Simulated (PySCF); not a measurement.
**Pb(CH3)2Cl2: other functionals and bases at one geometry**

The task here is to estimate one member of a computed series from the others.

Program: PySCF 2.14.0. Level of theory: several levels, as the steps say, no spin–orbit coupling. These are calculated values, not measurements.

3 further runs of the same task are left out: 2 for a known fault of the program, 1 that didn't finish.

### Where the work starts

11 atoms, charge 0, spin multiplicity 1.

Bond lengths: Pb1–C2 2.245 Å, Pb1–C6 2.245 Å, Pb1–Cl10 2.484 Å, Pb1–Cl11 2.484 Å, C2–H3 1.097 Å, C2–H4 1.097 Å, C2–H5 1.097 Å, C6–H7 1.097 Å, C6–H8 1.097 Å, C6–H9 1.097 Å. Angles: C2–Pb1–C6 138.9°, C2–Pb1–Cl10 101.3°, C2–Pb1–Cl11 102.7°, C6–Pb1–Cl10 102.7°, C6–Pb1–Cl11 101.3°, Cl10–Pb1–Cl11 107.2°, Pb1–C2–H3 104.8°, Pb1–C2–H4 110.2°, Pb1–C2–H5 105.2°, H3–C2–H4 112.0°, H3–C2–H5 111.9°, H4–C2–H5 112.3°, Pb1–C6–H7 104.8°, Pb1–C6–H8 110.2°, Pb1–C6–H9 105.2°, H7–C6–H8 112.0°, H7–C6–H9 111.9°, H8–C6–H9 112.3°.

Coordinates:

```
atom    x (Å)    y (Å)    z (Å)
 Pb1   0.0000   0.0000   0.2663
  C2   1.5254   1.4472   1.0541
  H3   1.3171   2.3872   0.5279
  H4   1.4220   1.5525   2.1412
  H5   2.4965   1.0249   0.7672
  C6  -1.5254  -1.4472   1.0541
  H7  -1.3171  -2.3872   0.5279
  H8  -1.4220  -1.5525   2.1412
  H9  -2.4965  -1.0249   0.7672
Cl10   1.3994  -1.4282  -1.2067
Cl11  -1.3994   1.4282  -1.2067
```

Formal oxidation states: Pb +4. An earlier session relaxed this geometry at B3LYP, Pb def2-SVP with ECP60, C def2-SVP, H def2-SVP, Cl def2-SVP (singlet, point group C2).

At B3LYP on the finer grid: E = -1192.890569 Eh, HOMO -7.60 eV, LUMO -2.26 eV, Mulliken charge on Pb1 +0.63 e, largest force component 0.075 eV/Å. 

Levels to run: CAM-B3LYP; PBE; BLYP; PBE0; B3LYP, TZVP; B3LYP, x2c-SVP. Hardware: 2 threads of AMD EPYC 7B13 (Zen 3), shared host.

Set-up of the first run:

Input file run.py (the lines that set the calculation):

```python
mol = gto.M(atom='''
Pb     0.00000     0.00000     0.26633
C      1.52536     1.44724     1.05409
H      1.31713     2.38718     0.52788
H      1.42202     1.55247     2.14115
H      2.49652     1.02493     0.76719
C     -1.52536    -1.44724     1.05409
H     -1.31713    -2.38718     0.52788
H     -1.42202    -1.55247     2.14115
H     -2.49652    -1.02493     0.76719
Cl     1.39943    -1.42823    -1.20669
Cl    -1.39943     1.42823    -1.20669''',
    basis={'Pb': 'def2-SVP', 'C': 'def2-SVP', 'H': 'def2-SVP', 'Cl': 'def2-SVP'},
    ecp={'Pb': 'def2-SVP'},
    charge=0, spin=0)
mf = dft.RKS(mol, xc='CAMB3LYP')
mf.grids.atom_grid = (75, 302)
mf = mf.density_fit()  # fitting sets: Pb def2-universal-JKFIT, C def2-universal-JKFIT, H def2-universal-JKFIT, Cl def2-universal-JKFIT
mf.conv_tol = 1e-08; mf.max_cycle = 55
mf.kernel(dm0)  # dm0: the density of the relaxed state
```

Run with:

```sh
> OMP_NUM_THREADS=2 python run.py
```

Steps of the session up to this table: CAM-B3LYP; PBE; BLYP; PBE0; B3LYP, TZVP; B3LYP, x2c-SVP.

One of the session's tables, all rows but one given; the rest of the session is left out.

| level | HOMO (eV) | gap (eV) | charge on Pb1 (e) | dipole (D) | largest force component (eV/Å) |
| --- | --- | --- | --- | --- | --- |
| B3LYP (relaxed here) | -7.60 | 5.34 | 0.63 | 4.92 | 0.07 |
| CAM-B3LYP | -9.17 | 8.15 | 0.63 | 5.04 | 0.28 |
| PBE | -6.59 | 3.71 | 0.57 | 4.75 | 0.25 |
| BLYP | ? | ? | ? | ? | ? |
| PBE0 | -7.94 | 5.85 | 0.69 | 5.07 | 0.21 |
| B3LYP, TZVP | -7.87 | 5.31 | 0.96 | 5.16 | 0.37 |
| B3LYP, x2c-SVP | -7.59 | 5.30 | 0.71 | 4.89 | 0.39 |

Q: Estimate the row for BLYP from the others.

As computed: HOMO (eV): -6.35; gap (eV): 3.63; charge on Pb1 (e): 0.53; dipole (D): 4.65; largest force component (eV/Å): 0.25. In the column «HOMO (eV)» it is the highest.

In one basis the HOMO–LUMO gap runs from 3.63 eV (BLYP) to 8.15 eV (CAM-B3LYP). The largest leftover force, 0.39 eV/Å with B3LYP, x2c-SVP, stands at a geometry relaxed at another level. Total energies of different levels can't be compared.
